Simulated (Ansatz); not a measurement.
# Two structures of TiH: comparison of enthalpies under pressure in Python

One table from this session's results is given with a row withheld; the runs are named, their logs left out.

Program: Ansatz 0.2.0, driven from Python. Level of theory: DFT PBEsol, plane waves, PAW. These are calculated values, not measurements.

### The structure

TiH Fm-3m: It takes space group Fm-3m (No. 225, cubic). Conventional cell: a = 4.180 Å, b = 4.180 Å, c = 4.180 Å, α = 90.00°, β = 90.00°, γ = 90.00°. Around Ti (site symmetry m-3m) lie 6 H at 2.09 Å. Around H (site symmetry m-3m) lie 6 Ti at 2.09 Å.

TiH F-43m: It takes space group F-43m (No. 216, cubic). Conventional cell: a = 4.470 Å, b = 4.470 Å, c = 4.470 Å, α = 90.00°, β = 90.00°, γ = 90.00°. Around Ti (site symmetry -43m) lie 4 H at 1.94 Å. H (site symmetry -43m) has 4 Ti at 1.94 Å as nearest neighbours.

No structure file is read: the coordinates are typed or built in the script.

Set-up of the first run:

tih_transition.py

```python
# -*- coding: utf-8 -*-
"""Enthalpies of two structures of TiH under pressure."""

import ansatz as az
import numpy as np
from tabulate import tabulate


def rocksalt(A, B, a):
    return (
        az.Lattice.fcc(a)
        .space_group(225)
        .atom(A, [0, 0, 0])
        .atom(B, [0.5, 0.5, 0.5])
        .primitive()
    )


def zincblende(A, B, a):
    return (
        az.Lattice.fcc(a)
        .space_group(216)
        .atom(A, [0, 0, 0])
        .atom(B, [0.25, 0.25, 0.25])
        .primitive()
    )


def solve(name, crystal, pressure=0.0):
    calc = (
        crystal.calculation()
        .functional("pbesol")
        .basis(500)
        .kpoints(spacing=0.15)
        .occupations("fermi_dirac", width=0.1)
    )
    calc = calc.relax(force_tolerance=0.01, max_steps=60, cell=True, pressure=pressure)
    return calc.run()


def volume_per_atom(outcome):
    return abs(np.linalg.det(outcome.lattice.cell_ang)) / len(outcome.lattice.sites)

phases = {}
phases["rocksalt"] = rocksalt("Ti", "H", 4.18)
phases["zincblende"] = zincblende("Ti", "H", 4.47)

# H = E + PV, with 1 eV per cubic angstrom equal to 160.2 GPa
pressures = [0, 20, 40, 60]
enthalpy, volume = {name: [] for name in phases}, {name: [] for name in phases}
for p in pressures:
    for name, crystal in phases.items():
        o = solve(name, crystal, pressure=p)
        volume[name].append(volume_per_atom(o))
        enthalpy[name].append(o.report["energy_sigma0_ev"] / len(o.lattice.sites) + p * volume[name][-1] / 160.21766)
gap = np.array(enthalpy["zincblende"]) - np.array(enthalpy["rocksalt"])
rows = [(p, va, vb, 1000 * d) for p, va, vb, d in zip(pressures, volume["rocksalt"], volume["zincblende"], gap)]
print(tabulate(rows, headers=["P (GPa)", "V rocksalt (A^3/atom)", "V zincblende (A^3/atom)", "H(zincblende) - H(rocksalt) (meV/atom)"], floatfmt=".4f", tablefmt="simple"))
crossings = [p0 - g0 * (p1 - p0) / (g1 - g0) for p0, p1, g0, g1 in zip(pressures, pressures[1:], gap, gap[1:]) if g0 * g1 < 0]
print("crossing near", [round(float(p), 1) for p in crossings], "GPa") if crossings else print("no crossing in this range")
```

The run is started by

```console
$ python tih_transition.py
```

Steps of the session up to this table: Launch.

One table of the session follows, with a row left open; its other results are not shown here.

Enthalpy H = E + pV of the second structure less the first:

```
pressure (GPa)  ΔH (meV/atom)
             0           46.4
            20              ?
            40          250.9
            60          335.1
```

Q: Estimate the row for pressure (GPa) = 20 from the others.

Worked estimate for «ΔH (meV/atom)». A straight line through the neighbours (0, 46.4) and (40, 250.9) gives 46.4 + (250.9 − 46.4) × (20 − 0) / (40 − 0) = 148.7; a parabola fitted to 3 rows on both sides gives 154.7.

The run gave: ΔH (meV/atom): 156.9. In «ΔH (meV/atom)» the line misses by -8.2 and the parabola by -2.2.

Limits of these values: Reading the output:
- At a fixed pressure a relaxation lowers the enthalpy F + PV, while F alone can rise.
- Only these two structures are compared, at zero temperature and with their symmetry kept; either may be hypothetical, and another phase may be lower than both.
